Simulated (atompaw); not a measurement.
# Mg: the cost of one run

Program: atompaw 4.2.0.5. Reference atom: PBEsol, scalar-relativistic, spherical and spin-unpolarised. All values are calculated.

## 1. The atom and the settings

Typed settings, in words:

* element: magnesium (Mg, Z = 12)
* type: PAW
* frozen core: [He]
* valence charge: 10
* reference configuration: 2s2 2p6 3s0 3p0 (charge +2)
* partial waves: 2s (bound): rc 0.70 bohr; 3s (bound, empty): rc 1.25 bohr; 2p (bound): rc 0.60 bohr; 3p (bound, empty): rc 1.30 bohr
* local potential: ultrasoft scheme with l = 2 at 0 Ry, radius 1.05 bohr
* core correction: smooth core density matched at 0.95 bohr
* augmentation charge: sinc compensation charge, radius 1.20 bohr; PAW radius 1.30 bohr; waves and projectors: custom polynom vanderbiltortho

The nodes and maxima of the atom's own shells, from an earlier all-electron run, set the scale for the radii.

All-electron outer shells of the reference configuration (PBEsol, scalar-relativistic, ld1.x):

| shell | level (eV) | outermost node (bohr) | outermost maximum (bohr) |
| --- | --- | --- | --- |
| 2s | -99.66 | 0.18 | 0.55 |
| 2p | -66.58 | – | 0.48 |
| 3s | -18.04 | 0.88 | 2.15 |
| 3p | -12.72 | 0.91 | 2.50 |
| 3d | -7.01 | – | 3.46 |
| 4f | -3.44 | – | 7.79 |

## 2. The generation run

File Mg.input:

```
Mg 12
GGA-PBESOL scalarrelativistic loggrid 1500 logderivrange -9 5 351
3 3 0 0 0 0
3 0 0
3 1 0
0 0 0
c
v
v
v
v
1
1.30 1.20 1.05 0.95
n
n
custom polynom vanderbiltortho sinc
2 0 ultrasoft
0.70
1.25
0.60
1.30
PWSCFOUT
UPFDX 0.0125d0 UPFXMIN -7.d0 UPFZMESH 12.d0
END
```

Run with:

```bash
$ atompaw < Mg.input > Mg.log
```

**Question.** How long does this run take on 1 thread of Intel Xeon Platinum 8259CL at 2.50GHz, shared host?

About 1 s.
